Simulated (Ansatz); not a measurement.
# AlNi3: the cost of one run

Method: DFT PBEsol, scalar-relativistic, plane waves, PAW, in Ansatz 0.2.0.

1 further run of the same task is left out (set aside as unsound or not needed). Runs told in other sessions of the task aren't counted.

## Step 1: The starting structure

The structure is cubic, space group Fm-3m (No. 225). Conventional cell: a = 5.597 Å, b = 5.597 Å, c = 5.597 Å, α = 90.00°, β = 90.00°, γ = 90.00°. Around Al (site symmetry m-3m) lie 8 Ni at 2.42 Å. Ni (site symmetry -43m) has 4 Al at 2.42 Å and 4 Ni at 2.42 Å in its first shell of neighbours. Ni (site symmetry m-3m) is surrounded by 8 Ni at 2.42 Å.

Coordinates:

```xyz
4
Lattice="0.0000 2.7984 2.7984 2.7984 0.0000 2.7984 2.7984 2.7984 0.0000" Properties=species:S:1:pos:R:3 pbc="T T T"
Al    2.7984    2.7984    2.7984
Ni    1.3992    1.3992    1.3992
Ni    0.0000    0.0000    0.0000
Ni    4.1976    4.1976    4.1976
```

It goes back to an entry of the Materials Project, which need not be the stable form.

It is the result of an earlier relaxation at this level (volume 10.96 Å³/atom; gap on the mesh: none (metal)).

## Step 2: The reference cell

The reference gives a free energy of -17941.0160 eV, pressure 0.05 GPa, largest force 0.000 eV/Å and gap on the mesh none (metal). It was computed beforehand with the settings of the runs below.

## Step 3: Zone-centre phonons by finite displacements

input.yaml reads:

```yaml
crystal:
  lattice:
    - [0.0, 2.7984078593, 2.7984078593]
    - [2.7984078593, 0.0, 2.7984078593]
    - [2.7984078593, 2.7984078593, 0.0]
  atoms:
    - { symbol: Al, position: [0.5, 0.5, 0.5] }
    - { symbol: Ni, position: [0.25, 0.25, 0.25] }
    - { symbol: Ni, position: [0.0, 0.0, 0.0] }
    - { symbol: Ni, position: [0.75, 0.75, 0.75] }
basis:
  ecutwfc: 420
kpoints:
  mp_grid: { grid: [14, 14, 14] }
hamiltonian:
  xc: pbesol
scf:
  occupations: { method: gaussian, width: 0.15 }
output:
  eigenvalues: true
phonons:
  method: fd
  supercell: [1, 1, 1]
  amplitude: 0.02
  eigenvectors: true
  dielectric: false
```

Launch:

```bash
$ ansatz run input.yaml --threads 2 --pin off --max-ram 5120MiB --backend cpu --events-out ev --progress --plain --runs-dir out
```

Q: Estimate wall time and peak memory on 2 threads of Intel Xeon Platinum 8488C (Sapphire Rapids), shared host.

About 70 s, with a peak of 0.89 GiB.
